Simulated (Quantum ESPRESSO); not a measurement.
# Y3F in Quantum ESPRESSO: the effect of functional

Crystal: Y3F.

```
CELL_PARAMETERS angstrom
4.81751 0.00000 0.00000
0.00000 4.81751 0.00000
0.00000 0.00000 4.81751
ATOMIC_POSITIONS crystal
Y 0.00000 0.50000 0.50000
Y 0.50000 0.00000 0.50000
Y 0.50000 0.50000 0.00000
F 0.00000 0.00000 0.00000
```

The cell was built by a generator and needn't be a form met in nature.

Alike in all runs:

| Property | Result |
| --- | --- |
| Program | Quantum ESPRESSO 7.5 |
| Task | phonon dispersion |
| Cutoff | 612 eV |
| Density cutoff | 4898 eV |
| k mesh | 2 × 2 × 2, shifted |
| Occupations | fermi-dirac, width 0.05 eV |
| Spin | no spin polarisation |

Each run relaxes the cell or the atoms first.

| functional | potentials or basis | relaxed volume (Å³/atom) | highest phonon frequency (cm⁻¹) |
| --- | --- | --- | --- |
| LDA | GBRV 1.5 LDA | 24.43 | 174 |
| PBE | GBRV 1.5 PBE | 27.92 | 164 |
| PBEsol | GBRV 1.5 PBEsol | ? | ? |

Task: What does the run with functional PBEsol give?

Result: Relaxed volume 26.00 Å³/atom; highest phonon frequency 169 cm⁻¹.

Caveats: all runs use coarse meshes; the mesh is thin for the phonons of a metal; some modes are imaginary.
